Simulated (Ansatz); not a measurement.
Born–Oppenheimer molecular dynamics of a periodic cell of 39 atoms, H₈C₃S₂ (packed as 3 CS2 + 6 CH4, density as packed 0.88 g/cm³ with natural masses). It goes on from the last frame of an earlier run, with new velocities.

The calculation used DFT PBE-D3(BJ), scalar-relativistic, plane waves, PAW (Ansatz 0.2.0). Settings: cutoff 420 eV, k mesh 1x1x1, fermi-dirac smearing 0.05 eV, no spin polarisation.

```yaml
ensemble: NVT, Langevin thermostat
time_step: 0.75 fs
steps_asked: 310
set_temperature: 700 K
friction: 0.01 /fs
seed: 282761
```

First frame:

```xyz
39
Lattice="8.4819 0.0000 0.0000 0.0000 8.4819 0.0000 0.0000 0.0000 8.4819" Properties=species:S:1:pos:R:3
S -0.671 4.963 -0.136
C 0.167 3.609 -0.277
S 1.305 2.492 -0.221
S 2.794 8.786 5.722
C 1.584 7.813 6.019
S 0.180 7.202 6.351
S 4.997 2.026 7.908
C 4.676 3.508 7.523
S 4.379 5.057 7.244
C 3.429 8.024 1.354
H 4.246 7.243 1.106
H 3.900 9.033 1.534
H 2.571 7.788 2.045
H 2.883 8.113 0.372
C 6.929 2.413 4.678
H 6.542 1.363 4.668
H 7.855 2.442 5.167
H 6.278 2.888 5.405
H 6.804 2.926 3.682
C 0.893 5.100 3.744
H 0.304 5.996 3.336
H 1.168 4.364 3.049
H 0.190 4.585 4.503
H 1.809 5.385 4.113
C 7.591 8.588 1.383
H 8.582 8.731 1.191
H 7.452 8.447 2.465
H 7.232 7.758 0.862
H 7.062 9.495 1.047
C 3.183 2.968 2.478
H 4.121 2.975 3.080
H 3.354 2.853 1.496
H 2.591 4.025 2.564
H 2.652 2.081 2.739
C 5.421 5.739 3.464
H 5.492 5.973 2.424
H 6.343 5.757 4.050
H 5.101 4.715 3.403
H 4.389 6.049 3.966
```

Problem. What does the run give?

Solution. The run went to its last step.

* steps done: 310
* time covered: 232.5 fs
* mean temperature over the second half: 712 K
* spread of the potential energy over the second half: 6.8 meV per atom
* mean potential energy of the second half above the start: -2.4 meV per atom

A run of 0.23 ps of so small a system gives no equilibrium averages. Limits of this set-up: coarse k mesh.

Problem. What happens to the structure?

Solution. Mean squared displacements from the first frame to the last, about the centre of mass: S 1.19 Å², C 0.89 Å², H 3.55 Å². This is one draw of velocities; another would differ in detail.

Problem. How do temperature and energy run in time?

Solution. 
```tsv
time (fs)	T (K)	potential energy less start (eV)
0.0	682	0.000
7.5	701	0.152
15.0	817	-0.750
22.5	600	0.061
30.0	764	-0.665
37.5	666	0.043
45.0	756	-0.450
52.5	719	-0.227
60.0	842	-0.464
67.5	852	-0.616
75.0	618	0.158
82.5	757	-0.613
90.0	680	0.186
97.5	793	-0.254
105.0	701	0.255
112.5	734	0.062
120.0	854	-0.158
127.5	745	0.127
135.0	764	-0.172
142.5	732	0.083
150.0	864	-0.929
157.5	680	0.081
165.0	667	0.154
172.5	756	-0.083
180.0	633	0.130
187.5	705	-0.109
195.0	694	-0.099
202.5	599	0.366
210.0	660	-0.026
217.5	642	-0.148
225.0	580	-0.008
232.5	705	-0.469
```

The run took 21 min on 1 thread of AMD EPYC 7R43 64-Core Processor (Zen 3), with other jobs on the host, peak memory 0.63 GiB.
